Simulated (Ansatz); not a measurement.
# CH₄BNOS: one species, many methods

The task here is to estimate one member of a computed series from the others.

The runs use Ansatz 0.2.0, Gaussian basis; functionals in def2-TZVPP, the program's frozen cores in correlated methods.

The runs, in order: LDA (SPW92), PBE-D4, revPBE-D4, BLYP-D4, r2SCAN-D4, B97M-V, PBE0-D4, B3LYP-D4, r2SCANh-D4, r2SCAN0-D4, HSE06-D4, BHLYP-D4, CAM-B3LYP-D4, LC-ωPBE, ωB97X-V, ωB97M-V, B2PLYP, PBE-QIDH; CCSD(T)/def2-SVP; CCSD(T)/def2-TZVPP; MP2/def2-QZVPP; extrapolation to the limit; RPA on PBE.

## The relaxed structure

The geometry comes from an earlier relaxation with PBE0-D4 in a triple-zeta def2 set; it is a stationary point, not always the lowest conformer.

9 atoms, charge 0, spin multiplicity 1.

Atoms are counted from 1 here; the program's logs count them from 0.

Bond lengths: B1–N2 1.411 Å, B1–H6 1.193 Å, B1–H7 1.187 Å, N2–C3 1.392 Å, N2–H8 1.010 Å, C3–O4 1.194 Å, C3–S5 1.790 Å, S5–H9 1.340 Å. Angles: N2–B1–H6 116.8°, N2–B1–H7 119.5°, H6–B1–H7 123.7°, B1–N2–C3 125.6°, B1–N2–H8 119.8°, C3–N2–H8 114.6°, N2–C3–O4 125.0°, N2–C3–S5 111.3°, O4–C3–S5 123.7°, C3–S5–H9 93.2°.

Set-up of the first run:

The input, in.yaml:

```yaml
crystal:
  periodic: [false, false, false]
  atoms:
    - {symbol: B, position_ang: [0.097186, -0.340266, -1.682558]}
    - {symbol: N, position_ang: [-0.349072, -0.355963, -0.344077]}
    - {symbol: C, position_ang: [0.234678, 0.337483, 0.712831]}
    - {symbol: O, position_ang: [1.191256, 1.045787, 0.622210]}
    - {symbol: S, position_ang: [-0.635637, 0.034145, 2.247714]}
    - {symbol: H, position_ang: [-0.522606, -0.995486, -2.463665]}
    - {symbol: H, position_ang: [1.048638, 0.307382, -1.973708]}
    - {symbol: H, position_ang: [-1.156871, -0.906431, -0.091236]}
    - {symbol: H, position_ang: [0.180928, 0.827148, 2.955489]}
basis:
  gaussian: {orbitals: def2-TZVPP}
hamiltonian: {xc: lda}
output: {orbitals: {seedname: orbitals}}
```

On the command line:

```console
> ansatz run in.yaml --threads 2 --pin off --events-out ev --progress --plain --max-ram 4352MiB
```

Among the steps run: LDA; PBE-D4 (GGA); revPBE-D4 (GGA); BLYP-D4 (GGA); r2SCAN-D4 (meta-GGA); B97M-V (meta-GGA); B3LYP-D4 (hybrid); r2SCANh-D4 (hybrid); r2SCAN0-D4 (hybrid); HSE06-D4 (hybrid); BHLYP-D4 (hybrid); CAM-B3LYP-D4 (range-separated); LC-ωPBE (range-separated); ωB97X-V (range-separated); ωB97M-V (range-separated); B2PLYP (double hybrid); PBE-QIDH (double hybrid).

One table of the session follows, with a row left open; its other results are not shown here.

It belongs to the step «Frontier levels by functional». 

```
  functional  HOMO (eV)  LUMO (eV)  gap (eV)
 LDA (SPW92)      -6.91      -2.69      4.22
      PBE-D4      -6.72      -2.41      4.30
   revPBE-D4      -6.64      -2.31      4.33
     BLYP-D4      -6.58      -2.26      4.32
   r2SCAN-D4      -7.01      -2.12      4.90
      B97M-V      -7.12      -2.10      5.02
     PBE0-D4      -8.10      -1.43      6.67
    B3LYP-D4      -7.86      -1.65      6.21
  r2SCANh-D4      -7.58      -1.77      5.81
  r2SCAN0-D4          ?          ?         ?
    HSE06-D4      -7.70      -1.81      5.89
    BHLYP-D4      -9.21      -0.35      8.86
CAM-B3LYP-D4      -9.44      -0.33      9.11
     LC-ωPBE     -10.85       0.83     11.68
     ωB97X-V     -10.47       0.77     11.23
     ωB97M-V     -10.30       0.58     10.88
```

Q: Estimate the row for r2SCAN0-D4 from the others.

Worked estimate for «HOMO (eV)». Against the share of exact exchange, r2SCAN-D4 (0, -7.01), r2SCANh-D4 (0.1, -7.58) give a slope of -5.70 per unit share; at 0.25 the line stands at -8.43.

**Answer.** HOMO (eV): -8.29; LUMO (eV): -1.24; gap (eV): 7.04. In «HOMO (eV)» the line misses by -0.14.
